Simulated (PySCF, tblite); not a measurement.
# C₄H₈GeN₂: geometry, infrared bands and NMR shifts

What infrared bands and NMR shifts should C₄H₈GeN₂ (`Cc1ccn[n]1[GeH3]`) show?

The runs use tblite 0.8.0 and PySCF 2.14.0, with density-fitted response routines of our own; the level of theory stands in each step. All values are computed, except where a source is named. Atoms are numbered from 0 throughout.

### 1 The starting structure

15 atoms, charge 0, multiplicity 1; geometry from: force field or distance geometry start.

Bonds of the start (Å): C0–C1 1.47, C1–C2 1.40, C2–C3 1.37, C3–N4 1.36, N4–N5 1.34, N5–Ge6 1.87, N5–C1 1.37, C0–H7 1.10, C0–H8 1.10, C0–H9 1.11, C2–H10 1.09, C3–H11 1.09, Ge6–H12 1.57, Ge6–H13 1.56, Ge6–H14 1.56.

### 2 Relaxing the molecule with GFN2-xTB

Job settings and geometry (Å):

```
{"job": {"kind": "relax", "xc": "GFN2-xTB", "basis": "xTB"}, "charge": 0, "multiplicity": 1}
C     -0.417400     1.715500     0.289300
C      0.416100     0.523800     0.064900
C      1.818900     0.496200     0.033600
C      2.144700    -0.818400    -0.198700
N      1.013800    -1.561800    -0.265800
N     -0.039900    -0.751400    -0.116200
Ge    -1.818700    -1.310700    -0.153800
H     -0.441600     1.994100     1.352900
H      0.067100     2.540000    -0.247900
H     -1.431500     1.477600    -0.106300
H      2.487900     1.353100     0.144200
H      3.155500    -1.216400    -0.280100
H     -2.548100    -0.939300     1.190200
H     -1.861700    -2.851400    -0.372300
H     -2.549600    -0.642700    -1.355800
```

The run is started by

```
OMP_NUM_THREADS=1 python probes_run.py task.json out
```

This one command runs all jobs of the session in turn.

The log of the run:

```text
step      E/eV     max force
  0    -555.07290    1.686
  1    -555.20341    0.871
  2    -555.25991    0.614
  3    -555.30227    0.559
  4    -555.33256    0.620
  5    -555.36094    0.395
  6    -555.37591    0.311
  7    -555.38750    0.306
  8    -555.39926    0.399
  9    -555.41100    0.391
 10    -555.42050    0.266
 11    -555.42824    0.203
 12    -555.43396    0.167
 13    -555.43771    0.141
 14    -555.44031    0.124
 15    -555.44256    0.127
 16    -555.44491    0.148
 17    -555.44725    0.129
 18    -555.44893    0.089
 19    -555.44989    0.071
 20    -555.45061    0.087
 21    -555.45148    0.107
 22    -555.45250    0.088
 23    -555.45343    0.077
 24    -555.45410    0.078
 25    -555.45453    0.051
 26    -555.45481    0.046
 27    -555.45504    0.040
 28    -555.45529    0.046
 29    -555.45560    0.046
 30    -555.45593    0.049
 31    -555.45623    0.044
 32    -555.45649    0.049
 33    -555.45674    0.052
 34    -555.45705    0.047
 35    -555.45738    0.052
 36    -555.45770    0.039
 37    -555.45798    0.051
 38    -555.45818    0.041
 39    -555.45830    0.020
 40    -555.45835    0.014
 41    -555.45838    0.015
 42    -555.45840    0.010
 43    -555.45841    0.006
```

Wall time 0.25 s (1 thread of Arm Neoverse V1, shared host).

Step by step: (not every step is listed)

```tsv
step	energy from step 0 (eV)	largest force (eV/Å)
0	0.0000	1.6861
1	-0.1305	0.8707
2	-0.1870	0.6145
3	-0.2294	0.5590
4	-0.2597	0.6202
5	-0.2880	0.3954
6	-0.3030	0.3114
7	-0.3146	0.3057
8	-0.3264	0.3988
11	-0.3553	0.2031
14	-0.3674	0.1237
17	-0.3744	0.1285
20	-0.3777	0.0867
23	-0.3805	0.0771
26	-0.3819	0.0455
29	-0.3827	0.0461
32	-0.3836	0.0489
35	-0.3845	0.0519
38	-0.3853	0.0410
39	-0.3854	0.0201
40	-0.3854	0.0142
41	-0.3855	0.0151
42	-0.3855	0.0103
43	-0.3855	0.0063
```

Close pairs (by a distance rule), those that changed most:

```tsv
bond	before (Å)	after (Å)	change (Å)
Ge6–H13	1.557	1.479	-0.078
Ge6–H12	1.574	1.498	-0.075
Ge6–H14	1.557	1.499	-0.058
C3–N4	1.355	1.314	-0.041
N5–Ge6	1.865	1.836	-0.029
C2–C3	1.374	1.402	+0.028
C1–C2	1.403	1.377	-0.027
C0–H9	1.114	1.092	-0.023
```

The end geometry stands in the next job.

### 3 Harmonic vibrations with GFN2-xTB

Job settings and geometry (Å):

```
{"job": {"kind": "ir", "xc": "GFN2-xTB", "basis": "xTB"}, "charge": 0, "multiplicity": 1}
C     -0.428992     1.783616     0.292745
C      0.443597     0.601505     0.070896
C      1.813336     0.475128     0.017733
C      2.039189    -0.892681    -0.190896
N      0.903541    -1.549966    -0.260162
N     -0.076018    -0.636939    -0.100218
Ge    -1.767674    -1.347375    -0.170666
H     -0.496096     2.013034     1.357197
H     -0.028220     2.656466    -0.218437
H     -1.433889     1.579097    -0.081206
H      2.545606     1.251383     0.114205
H      2.975259    -1.407623    -0.291140
H     -2.473549    -0.999927     1.104632
H     -1.524272    -2.795593    -0.344499
H     -2.496230    -0.722136    -1.322098
```

The log of the run:

```text
mode    cm-1     km/mol
  1      24.2      0.26
  2      83.6      0.15
  3     124.0      3.12
  4     139.2      2.55
  5     255.2      0.07
  6     288.4     19.17
  7     390.7     21.02
  8     552.8     92.32
  9     574.8     81.94
 10     603.4     16.12
 11     633.6      0.03
 12     682.3      7.21
 13     739.6    293.86
 14     802.8    109.07
 15     808.9     12.19
 16     834.5    167.95
 17     850.9      0.03
 18     908.6      7.72
 19     991.8      1.01
 20    1030.7      8.24
 21    1035.7      4.73
 22    1082.9      9.36
 23    1137.6     45.56
 24    1204.6     69.68
 25    1335.4     37.88
 26    1375.0     25.86
 27    1395.0      3.80
 28    1458.0      3.65
 29    1471.3     24.92
 30    1490.7     43.32
 31    1562.9     15.67
 32    1977.9    145.09
 33    2035.7    459.91
 34    2175.4    258.27
 35    2980.0     31.53
 36    2989.4     20.70
 37    3031.0     17.93
 38    3154.6     25.24
 39    3170.9     38.44
```

It took 0.44 s on 1 thread of Arm Neoverse V1, shared host.

Which atoms move in the most intense modes:

```tsv
cm⁻¹	km/mol	atoms
553	92.3	H14 39 %, H12 38 %
575	81.9	H13 52 %, H14 17 %, H12 17 %
740	293.9	H13 39 %, H12 31 %, H14 27 %
803	109.1	H13 56 %, H12 22 %, H14 21 %
834	167.9	H14 50 %, H12 47 %
1978	145.1	H14 52 %, H12 43 %
2036	459.9	H12 54 %, H14 44 %
2175	258.3	H13 94 %
```

### 4 Shielding tensors: PBE0/pcSseg-1

Same as in step 3 but for these lines:

```diff
@@ -1,2 +1,2 @@
-{"job": {"kind": "ir", "xc": "GFN2-xTB", "basis": "xTB"}, "charge": 0, "multiplicity": 1}
+{"job": {"kind": "nmr", "xc": "PBE0", "basis": "pcSseg-1"}, "charge": 0, "multiplicity": 1}
 C     -0.428992     1.783616     0.292745
```

With the program's defaults for keys left out, this is: GIAO PBE0/pcSseg-1 NMR shielding, non-relativistic, gas phase.

The log of the run:

```text
coarse grid: 58152 points
cycle   1  E = -2342.8243528995  dE =  5.370e-01  |g| = 9.152e-01  |ddm| = 3.753e+00
cycle   2  E = -2342.7945827057  dE =  2.977e-02  |g| = 9.492e-01  |ddm| = 1.099e+00
cycle   3  E = -2342.8938541554  dE = -9.927e-02  |g| = 1.669e-01  |ddm| = 6.908e-01
cycle   4  E = -2342.8985449247  dE = -4.691e-03  |g| = 8.829e-02  |ddm| = 1.973e-01
cycle   5  E = -2342.9001259915  dE = -1.581e-03  |g| = 8.009e-03  |ddm| = 6.912e-02
cycle   6  E = -2342.9001341831  dE = -8.192e-06  |g| = 4.672e-03  |ddm| = 8.935e-03
cycle   7  E = -2342.9001387396  dE = -4.557e-06  |g| = 1.478e-03  |ddm| = 4.667e-03
final grid: 122832 points
cycle   8  E = -2342.9001364521  dE =  1.245e-06  |g| = 2.819e-03  |ddm| = 4.483e-03
cycle   9  E = -2342.9001310640  dE =  5.388e-06  |g| = 5.622e-03  |ddm| = 6.945e-03
cycle  10  E = -2342.9001382722  dE = -7.208e-06  |g| = 2.108e-04  |ddm| = 4.600e-03
cycle  11  E = -2342.9001382814  dE = -9.218e-09  |g| = 3.858e-05  |ddm| = 1.642e-04
cycle  12  E = -2342.9001382817  dE = -3.174e-10  |g| = 1.409e-05  |ddm| = 4.424e-05
converged SCF energy = -2342.9001382817

GIAO shielding tensors (ppm)
atom      isotropic    diamagn.    paramagn.     s11        s22        s33       span
  0 C      171.847     247.424     -75.577    162.461    164.547    188.532     26.070
  1 C       39.397     255.523    -216.125    -38.135     24.562    131.764    169.899
  2 C       76.152     259.158    -183.006      0.551     73.385    154.522    153.971
  3 C       39.867     251.657    -211.790    -53.496     42.683    130.415    183.910
  4 N      -92.274     322.896    -415.171   -315.824    -96.488    135.489    451.313
  5 N       40.760     334.670    -293.910    -67.293     65.950    123.623    190.916
  6 Ge    1477.722    2756.752   -1279.030   1357.557   1450.635   1624.974    267.417
  7 H       29.065      28.930       0.135     25.476     25.854     35.866     10.390
  8 H       28.974      28.691       0.283     23.674     27.475     35.774     12.100
  9 H       29.424      31.155      -1.731     23.175     31.510     33.586     10.411
 10 H       25.485      33.414      -7.929     23.118     25.534     27.803      4.685
 11 H       24.060      30.622      -6.562     21.794     24.947     25.438      3.643
 12 H       26.648      29.312      -2.664     19.714     22.764     37.466     17.752
 13 H       26.448      28.745      -2.297     18.584     22.782     37.979     19.395
 14 H       26.625      29.250      -2.624     19.785     22.588     37.504     17.719
```

Wall time 34 s (1 thread of Arm Neoverse V1, shared host); peak memory 0.96 GiB.

The references, computed at this level on geometries of the same kind, shield at (ppm): 1H TMS 31.72, 13C TMS 186.9, 15N NH3 267.7, 73Ge GeMe4 1331. Their shielding less the atom's gives the shift. The references are single molecules in the gas phase, so shifts against H2O, NH3, PH3, H3PO4 or CFCl3 are not on the usual liquid scales and can be off by tens of ppm. Atoms listed in one row are averaged.

```tsv
atoms	environment	σ (ppm)	δ (ppm)
C1	substituted aromatic carbon next to a ring nitrogen	39.4	147.5
C3	aromatic CH next to a ring nitrogen	39.9	147.1
C2	aromatic CH	76.2	110.8
C0	methyl carbon on an aromatic ring	171.8	15.1
H11	hydrogen on an aromatic CH next to a ring nitrogen	24.06	7.66
H10	hydrogen on an aromatic CH	25.48	6.23
H12, H13, H14	hydrogen on a germanium bonded to N	26.57	5.14
H7, H8, H9	hydrogen on a methyl carbon on an aromatic ring	29.15	2.56
N4	pyridine-type nitrogen of an azole	-92.3	360.0
N5	pyrrole-type ring nitrogen	40.8	227.0
Ge6	germanium bonded to N, 3 H	1478	-147
```

The run also stored atomic charges by several schemes (e):

```tsv
atoms	Mulliken	IAO	Hirshfeld	ESP fit
C0	-0.15	-0.43	-0.11	-0.60
C1	0.22	0.07	0.03	0.33
C2	-0.36	-0.27	-0.11	-0.59
C3	0.17	-0.07	-0.03	0.19
N4	-0.24	-0.27	-0.16	-0.53
N5	-0.71	-0.22	-0.07	0.12
Ge6	0.50	0.64	0.38	0.41
```

Mayer bond orders: C0–C1 1.09, C1–C2 1.41, C2–C3 1.33, C3–N4 1.56, N4–N5 1.17, N5–Ge6 0.66, N5–C1 1.06.

Ring of atoms C1, C2, C3, N4, N5: NICS(0) -12.6, NICS(1) -11.9, NICS(1)zz -30.1 ppm (means of both faces).

The fields below are evaluated on a grid from the run's orbitals.

Frontier orbitals at PBE0/pcSseg-1, with the share of their density that lies nearest to each atom:

```tsv
orbital	energy (eV)	lies on
HOMO	-6.73	N4 31 %; C1, C2 about 26 % each
LUMO	0.53	H12, H13, H14 about 13 % each; Ge6 13 %; N5 10 %
```

ELF in a plane through or near 10 of the atoms.

Ten even steps from ' ' (0.00) to '@' (1.00):
```
                                                        
                                                        
                                                        
                    ::::..                              
                  ==####**----++****..                  
                  ==%%%%##==**@@@@@@--                  
                  ..==++::%%**@@@@@@..                  
          ----::    ..**##==**%%##--                    
        ##@@@@@@**--++====##--      ..::::::..          
      ..@@@@@@@@%%--%%--++++**====::....----::          
        ##@@@@@@--%%++**==%%==**%%::==**::..::          
          ..::--**%%##....**..++%%::**##--..::          
              ::++..--####++##--..::::--++##++..        
            ++##%%::..%%**%%##++....%%@@@@@@@@==        
          **@@@@@@@@++--**@@@@%%--  %%@@@@@@@@++        
          **@@@@@@@@::  --%%@@##::  **@@@@@@@@::        
            **%%@@++      --==..    ..++++==            
                                                        
                                                        
                                                        
```
The map spans 10.9 Å across and 10.1 Å up, centred on the molecule. Atoms in the plane (x, y in Å): C0 (-0.3, 1.8), C1 (-0.6, 0.4), C2 (-1.9, -0.2), C3 (-1.6, -1.6), N4 (-0.3, -1.8), N5 (0.3, -0.6), Ge6 (2.1, -0.6), H10 (-2.8, 0.2), H11 (-2.2, -2.4), H13 (2.5, -2.0).

On the surface of density 0.002 e/bohr³ the electrostatic potential runs, from the 1st to the 99th percentile, from -1.77 V near N4 to 1.46 V near H13.

### 5 Results

| quantity | value |
| --- | --- |
| strongest single infrared mode (GFN2-xTB) | 2036 cm⁻¹, 460 km/mol |
| zero-point energy (GFN2-xTB) | 67.7 kcal/mol |
| 13C shifts against TMS (PBE0/pcSseg-1) | 147.5, 147.1, 110.8, 15.1 ppm |
| 1H shifts against TMS (PBE0/pcSseg-1, means over atoms taken as alike) | 7.66, 6.23, 5.14, 2.56 ppm |
| 15N shifts against NH3 (PBE0/pcSseg-1) | 360.0, 227.0 ppm |
| 73Ge shifts against GeMe4 (PBE0/pcSseg-1) | -147 ppm |
| surface potential, 1st and 99th percentile | -1.77 V and 1.46 V |

Over 43 steps the energy fell by 0.386 eV; of the close pairs, Ge6–H13 changed most, 1.557 to 1.479 Å. No mode is imaginary among the 39: a minimum at this level. The strongest single mode, at 2036 cm⁻¹, moves mainly H12 and H14. GFN2-xTB is a fitted tight-binding method: band positions and strengths are rough. Its intensities can rank the bands wrongly. At PBE0/pcSseg-1: The widest tensor belongs to N4: span 451 ppm, with a paramagnetic part of -415 ppm. NICS(1)zz of -30 ppm above the planar ring from C1 marks a diatropic (aromatic) ring current. Spin-orbit coupling is left out, which matters for shieldings and couplings at and beside the heavy atoms.
